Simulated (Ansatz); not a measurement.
# NaMo3Se3: a single-point run

The task is a single point on NaMo3Se3 that gives the gradients at the nuclei.

Computed with Ansatz 0.2.0 (DFT, PBE, plane-wave PAW, default files, scalar-relativistic, unless a step's input says otherwise).

**1. The structure to begin with**

The structure is hexagonal, space group P6_3/m (No. 176). Conventional cell: a = 8.778 Å, b = 8.778 Å, c = 4.485 Å, α = 90.00°, β = 90.00°, γ = 120.00°. Na (site symmetry -6) has 9 Se at 3.25 to 3.49 Å and 3 Mo at 3.64 Å as nearest neighbours. Around Mo (site symmetry m) lie 4 Se at 2.63 to 2.71 Å and 6 Mo at 2.64 to 2.71 Å. Se (site symmetry m) is surrounded by 4 Mo at 2.63 to 2.71 Å and 3 Na at 3.25 to 3.49 Å.

Coordinates:

```xyz
14
Lattice="8.7780 0.0000 0.0000 -4.3890 7.6020 0.0000 0.0000 0.0000 4.4853" Properties=species:S:1:pos:R:3 pbc="T T T"
Na    0.0000    5.0680    1.1213
Na    4.3890    2.5340    3.3640
Mo    0.4570    1.4530    1.1213
Mo    3.9320    6.1490    3.3640
Mo    2.9022    7.2713    1.1213
Mo   -3.3592    6.4797    1.1213
Mo    7.7482    1.1223    3.3640
Mo    1.4868    0.3307    3.3640
Se    6.7248    2.2424    1.1213
Se   -2.3358    5.3595    3.3640
Se    3.4736    4.7026    1.1213
Se    2.9686    0.6569    1.1213
Se    1.4204    6.9450    3.3640
Se    0.9154    2.8994    3.3640
```

**2. The calculation**

Contents of input.yaml:

```yaml
crystal:
  lattice:
    - [8.7780007169, 0.0, 0.0]
    - [-4.3890003585, 7.6019716153, 0.0]
    - [0.0, 0.0, 4.48533995]
  atoms:
    - { symbol: Na, position: [0.3333333333, 0.6666666667, 0.25] }
    - { symbol: Na, position: [0.6666666667, 0.3333333333, 0.75] }
    - { symbol: Mo, position: [0.14762747, 0.19112846, 0.25] }
    - { symbol: Mo, position: [0.85237253, 0.80887154, 0.75] }
    - { symbol: Mo, position: [0.80887154, 0.95649901, 0.25] }
    - { symbol: Mo, position: [0.04350099, 0.85237253, 0.25] }
    - { symbol: Mo, position: [0.95649901, 0.14762747, 0.75] }
    - { symbol: Mo, position: [0.19112846, 0.04350099, 0.75] }
    - { symbol: Se, position: [0.91358487, 0.29498189, 0.25] }
    - { symbol: Se, position: [0.08641513, 0.70501811, 0.75] }
    - { symbol: Se, position: [0.70501811, 0.61860298, 0.25] }
    - { symbol: Se, position: [0.38139702, 0.08641513, 0.25] }
    - { symbol: Se, position: [0.61860298, 0.91358487, 0.75] }
    - { symbol: Se, position: [0.29498189, 0.38139702, 0.75] }
kpoints:
  mp_grid: { grid: [4, 4, 7] }
scf:
  occupations: { method: fermi_dirac, width: 0.05 }
  convergence: { dr2_threshold: 1.0e-14 }
  max_iter: 50
hamiltonian:
  xc: pbe
  pseudopotentials: { kind: paw }
output:
  forces: true
  stress: true
  populations: true
  efg:
    quadrupole_moments_barn: { Na: 0.104, Mo: -0.022 }
    contact_densities: true
```

The run is started by

```sh
$ ansatz run input.yaml --threads 1 --pin off --max-ram 2560MiB --backend cpu --events-out ev --progress --plain --runs-dir out
```

**Question.** How will this run end, and is anything wrong with its input?

The program finished normally, with warnings (gradients without spin orbit). Convergence says nothing about whether the input makes sense.

In the input, scf.convergence.dr2_threshold is 1.0e-14. What could go wrong: threshold needlessly tight. Once met, so tight a threshold does no harm; it costs cycles.

To check: delete scf.convergence.dr2_threshold (the default then holds).
